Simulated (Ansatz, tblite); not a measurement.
# GeH2(OiPr)2 (C6H16GeO2): one state, many levels

The task here is to estimate one member of a computed series from the others.

Method: as each input shows; program: Ansatz 0.2.0, Gaussian basis.

Plan: GFN1-xTB, GFN2-xTB, PBE-D4/def2-TZVP, r2SCAN-D4/def2-TZVP, HF/def2-TZVP, r2SCANh-D4/def2-TZVP, CAM-B3LYP-D4/def2-TZVP, PBE-D4/def2-SVP, PBE0-D4/def2-SVP, HF/STO-3G, HF/6-31G, B3LYP-D4/6-31G, CCSD(T)/def2-TZVP, RPA/def2-TZVP.

## The relaxed structure

The singlet was relaxed beforehand with PBE-D4/def2-SVP.

25 atoms, charge 0, spin multiplicity 1.

Bond lengths: Ge1–H2 1.549 Å, Ge1–H3 1.549 Å, Ge1–O4 1.796 Å, Ge1–O15 1.797 Å, O4–C5 1.437 Å, C5–C6 1.527 Å, C5–C7 1.528 Å, C5–H8 1.119 Å, C6–H9 1.109 Å, C6–H10 1.109 Å, C6–H11 1.108 Å, C7–H12 1.108 Å, C7–H13 1.109 Å, C7–H14 1.109 Å, O15–C16 1.437 Å, C16–C17 1.527 Å, C16–C18 1.528 Å, C16–H19 1.119 Å and more. Angles: H2–Ge1–H3 118.4°, H2–Ge1–O4 110.2°, H2–Ge1–O15 103.5°, H3–Ge1–O4 103.5°, H3–Ge1–O15 110.3°, O4–Ge1–O15 111.1°, Ge1–O4–C5 120.1°, O4–C5–C6 108.8°, O4–C5–C7 108.4°, O4–C5–H8 110.3°, C6–C5–C7 112.7°, C6–C5–H8 108.3°, C7–C5–H8 108.4°, C5–C6–H9 110.0°, C5–C6–H10 111.3°, C5–C6–H11 110.5°, H9–C6–H10 108.5°, H9–C6–H11 108.2° and more.

PBE0-D4/def2-TZVP was run before; its log isn't repeated, and its numbers join the tables.

The first run:

Tight binding, by tblite at 300 K electronic temperature and without a spin-polarisation term:

```python
tblite.interface.Calculator('GFN1-xTB', numbers, positions, charge=0, uhf=0).singlepoint()
```

Tight binding, by tblite at 300 K electronic temperature and without a spin-polarisation term:

```python
tblite.interface.Calculator('GFN2-xTB', numbers, positions, charge=0, uhf=0).singlepoint()
```

start.molden holds the orbitals of an earlier run on this state, given as this run's starting guess.

in.yaml reads:

```yaml
crystal:
  periodic: [false, false, false]
  atoms:
    - {symbol: Ge, position_ang: [1.375999, 0.018033, 1.048948]}
    - {symbol: H, position_ang: [1.233724, 0.392157, 2.544929]}
    - {symbol: H, position_ang: [2.780984, -0.351533, 0.512715]}
    - {symbol: O, position_ang: [0.884302, 1.401478, 0.014120]}
    - {symbol: C, position_ang: [-0.267481, 2.187202, 0.361594]}
    - {symbol: C, position_ang: [-1.289181, 2.090418, -0.769360]}
    - {symbol: C, position_ang: [0.188394, 3.621673, 0.622389]}
    - {symbol: H, position_ang: [-0.739516, 1.790672, 1.295068]}
    - {symbol: H, position_ang: [-0.836641, 2.439816, -1.719964]}
    - {symbol: H, position_ang: [-2.183925, 2.710025, -0.556826]}
    - {symbol: H, position_ang: [-1.617526, 1.041673, -0.907114]}
    - {symbol: H, position_ang: [0.911501, 3.656352, 1.461408]}
    - {symbol: H, position_ang: [0.690226, 4.028632, -0.279366]}
    - {symbol: H, position_ang: [-0.669481, 4.277781, 0.873871]}
    - {symbol: O, position_ang: [0.251072, -1.368960, 0.853339]}
    - {symbol: C, position_ang: [0.300350, -2.175191, -0.335164]}
    - {symbol: C, position_ang: [-1.073950, -2.151306, -1.000362]}
    - {symbol: C, position_ang: [0.741022, -3.585412, 0.053664]}
    - {symbol: H, position_ang: [1.046113, -1.757102, -1.056455]}
    - {symbol: H, position_ang: [-1.843928, -2.521991, -0.293099]}
    - {symbol: H, position_ang: [-1.092376, -2.789629, -1.906865]}
    - {symbol: H, position_ang: [-1.344964, -1.119180, -1.296836]}
    - {symbol: H, position_ang: [1.749123, -3.568137, 0.513712]}
    - {symbol: H, position_ang: [0.033729, -4.011406, 0.794529]}
    - {symbol: H, position_ang: [0.772421, -4.256086, -0.828897]}
basis:
  gaussian: {orbitals: def2-TZVP, initial_orbitals: start.molden}
hamiltonian: {xc: pbe, dispersion: d4}
scf: {omitted_lower_state_checks: [starts]}
output: {forces: true, orbitals: {seedname: orbitals}}
```

Command:

```
$ ansatz run in.yaml --threads 2 --pin off --events-out ev --progress --plain --max-ram 22528MiB --backend cuda --devices 0, --max-vram 18GiB
```

Among the steps run: PBE-D4/def2-TZVP; r2SCAN-D4/def2-TZVP; HF/def2-TZVP; r2SCANh-D4/def2-TZVP; CAM-B3LYP-D4/def2-TZVP; PBE-D4/def2-SVP; PBE0-D4/def2-SVP; HF/STO-3G; HF/6-31G; B3LYP-D4/6-31G; CCSD(T)/def2-TZVP; RPA/def2-TZVP.

One of the session's tables, all rows but one given; the rest of the session is left out.

It belongs to the step «Binding energy». 

```
                method  binding an atom (eV)
             HF/STO-3G                 3.649
              HF/6-31G                 2.782
          HF/def2-TZVP                 2.937
       PBE-D4/def2-SVP                 4.088
      PBE-D4/def2-TZVP                     ?
   r2SCAN-D4/def2-TZVP                 3.990
  r2SCANh-D4/def2-TZVP                 3.969
        B3LYP-D4/6-31G                 3.902
      PBE0-D4/def2-SVP                 4.028
     PBE0-D4/def2-TZVP                 3.990
CAM-B3LYP-D4/def2-TZVP                 3.999
         MP2/def2-TZVP                 3.899
        CCSD/def2-TZVP                 3.809
     CCSD(T)/def2-TZVP                 3.860
```

Estimate the missing values for PBE-D4/def2-TZVP.

The run gave: binding an atom (eV): 4.051. In the column «binding an atom (eV)» it lies between PBE0-D4/def2-SVP (4.028) and PBE-D4/def2-SVP (4.088).

Limits of these values: Free atoms were run apart at each level; binding is atoms less cluster, divided by the number of atoms, without zero-point or spin-orbit terms.
